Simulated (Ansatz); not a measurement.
The system is AgRh.

```
CELL_PARAMETERS angstrom
2.77759 0.00000 0.00000
-1.38879 2.40546 0.00000
0.00000 0.00000 4.80860
ATOMIC_POSITIONS crystal
Ag 0.00000 0.00000 0.50000
Rh 0.66667 0.33333 0.00000
```

The cell comes from a database or a generator and needn't be the stable form of this composition.

```yaml
Program: Ansatz 0.2.0
Task: relaxation of cell and atoms
Functional: HSEsol
Potentials_or_basis: Ansatz PAW
Cutoff: "420 eV (not typed: the program's choice for these potentials)"
k_mesh: 6 × 6 × 3
Occupations: fermi-dirac, width 0.05 eV
Spin: no spin polarisation
```

At the start: volume 16.06 Å³/atom.

**Question.** How do energy, volume and symmetry change on relaxing?

**Answer.** It ends after 4 steps and the volume is 14.90 Å³/atom (-7.3 %); space group P-6m2 (No. 187, to 0.05 Å).

The path:
```tsv
step	energy change (eV)	largest force (eV/Å)	volume (Å³)
1	0.0000	0.0000	32.13
2	-0.0969	0.0000	30.15
3	-0.0999	0.0000	29.80
4	-0.0980	0.0000	29.80
```

Final structure:
```xyz
2
Lattice="2.7009 0.0000 0.0000 -1.3504 2.3390 0.0000 0.0000 0.0000 4.7164" Properties=species:S:1:pos:R:3 pbc="T T T"
Ag    0.0000    0.0000    2.3582
Rh    1.3504    0.7797    0.0000
```

Caveat: the k mesh is coarse (spacing up to 0.44 Å⁻¹), so the values aren't converged, least of all with exact exchange; the plane-wave basis is chosen anew once the cell has moved, so the energies of steps on either side of that aren't comparable; the PAW data sets come from PBE, with cores solved anew for the run's functional, which leaves a small shift of forces and pressure.
